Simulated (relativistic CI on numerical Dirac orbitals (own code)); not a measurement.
# Pm XVIII (Pm¹⁷⁺): levels and lines

The task is the spectrum of Pm¹⁷⁺: levels, purity of their labels, lifetimes and lines; further runs change one setting each.

The numbers are computed with relativistic CI on numerical Dirac orbitals (own code) version 4 (Dirac-Coulomb-Breit CI, KLI orbitals optimised for each configuration, model QED (radiative potential, 1s self-energy scaled to tabulated hydrogen-like ionisation energies)), except any that are marked as measured or tabulated.

## Step 1: The atom as given

- ion: Pm¹⁷⁺ (Pm XVIII)
- nuclear charge: 61
- electrons: 44
- isotope: A = 145
- first configuration typed: [Kr] 4d8

Outer shells as boxes (Hund's rule):

first configuration typed
```
[Kr] core
4d [↑↓][↑↓][↑↓][↑ ][↑ ]
```

## Step 2: Base run

The run's settings:

```ini
atom Pm  Z=61  charge=17  electrons=44
nucleus A=145  rms_radius_fm=4.9620
hamiltonian dirac-coulomb  breit=on  qed=on  c_scale=1
orbitals kli  potential=per-configuration
slater_scale 1
correlation none
mixing on
configurations
  [Kr] 4d8
  [Ar] 3d10 4s2 4p5 4d9
  [Kr] 4d7 4f
  [Ar] 3d10 4s 4p6 4d9
  [Ar] 3d10 4s2 4p5 4d8 4f
  [Kr] 4d7 5s
  [Kr] 4d7 5p
  [Ar] 3d10 4s 4p6 4d8 4f
  [Kr] 4d6 4f 5s
  [Kr] 4d7 5d
  [Kr] 4d6 5s 5p
  [Ar] 3d10 4s2 4p5 4d8 5s
  [Kr] 4d7 5f
  [Kr] 4d7 6s
  [Kr] 4d7 6p
  [Kr] 4d7 6d
  [Ar] 3d10 4s2 4p5 4d8 5d
  [Kr] 4d7 6f
  [Ar] 3d10 4s 4p6 4d7 4f 5s
  [Kr] 4d7 7p
  [Ar] 3d10 4s 4p6 4d8 5p
  [Kr] 4d7 7f
  [Ar] 3d10 4p6 4d9 4f
  [Ar] 3d10 4s 4p6 4d7 5s 5p
  [Ar] 3d10 4s2 4p5 4d8 6s
  [Ar] 3d10 4p6 4d10
  [Ar] 3d10 4p5 4d10 4f
  [Kr] 4d6 5s2
  [Kr] 4d5 4f 5s2
  [Ar] 3d10 4s2 4p5 4d6 4f 5s2
  [Kr] 4d5 5s2 5p
end
```

The run is started by

```console
$ python run_levels.py task.json out
```

One command runs all members of the session, one after another, from task.json.

## Step 3: Correlation estimate p86

The settings differ from step 2 so:

```diff
@@ -5,3 +5,3 @@
 slater_scale 1
-correlation none
+correlation p86
 mixing on
```

## Step 4: Without the Breit term

The settings differ from step 3 so:

```diff
@@ -2,6 +2,6 @@
 nucleus A=145  rms_radius_fm=4.9620
-hamiltonian dirac-coulomb  breit=on  qed=on  c_scale=1
+hamiltonian dirac-coulomb  breit=off  qed=on  c_scale=1
 orbitals kli  potential=per-configuration
 slater_scale 1
-correlation p86
+correlation none
 mixing on
```

## Step 5: One common potential

The settings differ from step 4 so:

```diff
@@ -2,4 +2,4 @@
 nucleus A=145  rms_radius_fm=4.9620
-hamiltonian dirac-coulomb  breit=off  qed=on  c_scale=1
-orbitals kli  potential=per-configuration
+hamiltonian dirac-coulomb  breit=on  qed=on  c_scale=1
+orbitals kli  potential=mean
 slater_scale 1
```

(Steps that only read results are left out.)

What does the calculation give? Wanted: lowest level; first excitation; lowest level of the other parity; fastest E1 line; ionisation energy.

As calculated:

| run | time | mean size of shift, levels followed (cm⁻¹) | lowest level | ionisation energy (eV) |
| --- | --- | --- | --- | --- |
| main run | 17 s | 0 | 4d8 3F4 | 497.18 |
| correlation estimate p86 | 17 s | 349 | 4d8 3F4 | 499.06 |
| without the Breit term | 12 s | 1544 | 4d8 3F4 | 497.28 |
| one common potential | 15 s | 156 | 4d8 3F4 | - |

The tabulated theoretical ionisation energy (NIST) is 497 eV.

| quantity | value |
| --- | --- |
| lowest level | 4d8 3F4 |
| first excitation | 4d8 [4d5/2^4] J=2, 21676 cm⁻¹ |
| lowest level of the other parity | 4p5 4d9 [4p3/2^3 4d5/2^5] J=2°, 932795 cm⁻¹ |
| levels in the model | 7886 |
| fastest E1 line (by rate) to the lowest level among the lowest 400 of 7886 levels | 7.299 nm, from 4d7 4f 3G°5 (x) |
| ionisation energy | 497.18 eV |
| ionisation energy, tabulated theoretical (NIST) | 497 eV |

In words: The lowest level is 4d8 3F4, 94 % pure in LS and 94 % in jj coupling; over the low levels the means are 69 and 81 %, so jj coupling describes them better. The ionisation energy agrees with the tabulated theoretical value within its uncertainty of 3 eV. Of the changes tried, the run «without the Breit term» moves the low levels most, by 1544 cm⁻¹ on average. Lifetimes count radiative decay inside the model alone.
